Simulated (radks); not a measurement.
# Cr in [Ar] 3d5 4f1: an all-electron calculation

Wanted: eigenvalues, radial structure and energy terms of neutral chromium.

The numbers are computed with radks (a radial shooting solver on a logarithmic mesh, Libxc functionals) version 1 (Dirac Kohn-Sham, Wu-Cohen GGA, spin-unpolarised, spherical densities, finite nucleus; open shells fill j = l - 1/2 first), except any that are marked as measured or tabulated.

## 1. What is computed

```
element            : chromium (Z = 24)
charge             : 0
electrons          : 24
configuration      : [Ar] 3d5 4f1
nuclear rms radius : 3.6452 fm
```

## 2. The calculation

Input:

```text
Z 24
configuration [Ar] 3d5 4f1
relativity Dirac
functional wc,pbe
spin unpolarised
j_filling energy
nucleus finite rms 3.6452 fm
c 137.035999084
```

The run is started by

```console
$ python run_ks.py task.json out
```

This one command runs every case of the session in turn.

What does the calculation give?

The runs gave:

```
                        quantity                   value
                    total energy     -1049.94264 hartree
exchange-correlation share of it                  4.59 %
                            −T/E                  1.0117
          highest occupied level        4f5/2, -0.427 eV
    most extended occupied level  4f5/2, <r> = 17.5 bohr
 radius at density 0.001 e/bohr³               3.61 bohr
    maxima of the radial density                       4
```

What this shows: 4 principal shells are occupied and 4 maxima appear in the radial density. −T/E is 1.012: with relativity the kinetic term as defined here no longer equals −E. This is not the tabulated ground configuration, so its levels and sizes aren't those of the ground state, and no measured value stands beside it.
